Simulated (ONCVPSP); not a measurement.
# Pseudopotential generation for molybdenum: ONCV, PBE

Task: generate the file, and judge it by its errors in other configurations, its logarithmic derivatives, its ghosts and its cutoff.

The numbers are computed with ONCVPSP 4.0.1.1 (patched build) (PBE, scalar-relativistic, spin-unpolarised reference atom).

## 1. Starting point

Typed settings, in words:

```
element                 : molybdenum (Mo, Z = 42)
type                    : optimised norm-conserving Vanderbilt (ONCV)
frozen core             : [Kr]
valence charge          : 6
reference configuration : 4d5 5s1
partial waves           : 5s: rc 2.40 bohr, ncon 4, nbas 7, qcut 3 1/bohr, 2 projectors, debl 0.9 Ha; p scattering state at 0.22 Ha: rc 2.45 bohr, ncon 3, nbas 7, qcut 3.8 1/bohr, 1 projector; 4d: rc 2.45 bohr, ncon 4, nbas 9, qcut 5.3 1/bohr, 2 projectors, debl 3.3 Ha
local potential         : polynomial inside 1.80 bohr (lpopt 5, dvloc0 -1 Ha)
core correction         : Teter function fitted to the true core (icmod 2), fcfact 0.6
```

## 2. Generation

Mo.dat reads:

```
# ATOM AND REFERENCE CONFIGURATION
# atsym  z   nc   nv     iexc    psfile
  Mo 42.00    8    2        4      upf
#
#   n    l    f
    1    0    2.00
    2    0    2.00
    2    1    6.00
    3    0    2.00
    3    1    6.00
    3    2   10.00
    4    0    2.00
    4    1    6.00
    4    2    5.00
    5    0    1.00
#
# PSEUDOPOTENTIAL AND OPTIMIZATION
# lmax
    2
#
#   l,   rc,      ep,       ncon, nbas, qcut
    0    2.40    0.00    4    7    3.00
    1    2.45    0.22    3    7    3.80
    2    2.45    0.00    4    9    5.30
#
# LOCAL POTENTIAL
# lloc, lpopt,  rc(5),   dvloc0
    4    5    1.80   -1.00
#
# VANDERBILT-KLEINMAN-BYLANDER PROJECTORs
# l, nproj, debl
    0    2    0.90
    1    1    3.50
    2    2    3.30
#
# MODEL CORE CHARGE
# icmod, fcfact, rcfact
    2    0.60    0.80
#
# LOG DERIVATIVE ANALYSIS
# epsh1, epsh2, depsh
   -2.00    5.00    0.02
#
# OUTPUT GRID
# rlmax, drl
    6.00    0.01
#
# TEST CONFIGURATIONS
# ncnf
    4
# nvcnf
#   n    l    f
    2
    4    2    5.00
    5    0    0.00
#
    2
    4    2    4.00
    5    0    0.00
#
    2
    4    2    3.00
    5    0    0.00
#
    2
    4    2    4.00
    5    0    1.00
#
```

On the command line:

```bash
$ oncvpsp.x < Mo.dat > Mo.out
```

Before running it: what results should come out? Wanted: cutoffs for 1 and 0.1 mHa per electron, occupied waves; bound ghosts; GHOST(+) flags; largest test error; largest phase difference near zero energy, channels read; rms error of d²Exc/dn², without and with the model core.

As calculated:

| quantity | value |
| --- | --- |
| cutoffs for 1 and 0.1 mHa per electron, occupied waves | 12 Ha and 18 Ha |
| bound ghosts | s at -46.83 eV, p at -6.22 eV |
| GHOST(+) flags | s at 186 eV, d at 73 eV |
| largest test error (AE − PS) | +33 meV, for 4d4 5s0 (1 test unsolved) |
| largest phase difference near zero energy, channels read | 2.845 rad |
| rms error of d²Exc/dn², without and with the model core | 6.95 and 1.29 mHa |

In words: A bound ghost (s, p) makes it unfit for use: electrons can fall into a state that the atom doesn't have. By total energies transferability is fair where solved: the largest error is 33 meV on 22.4 eV, for 4d4 5s0. Of the tests 1 gave no usable energy difference, which is a warning in itself. By its cutoff, 12 Ha for the looser tolerance, it is soft on the atom at that tolerance. At the looser tolerance the 4d wave is the slowest; 5s needs 3 Ha. Near zero energy the largest phase difference among the channels read is 2.84 rad, in the p channel. A step near π is an extra or missing state, not a misfit of shape. The pseudo curves have poles with no partner nearby in the atom's: s at -1.70 Ha, p at -0.21 Ha. The program also flags highly localised states, GHOST(+) (s, d). These are tests on the free atom; a crystal test is still owed.
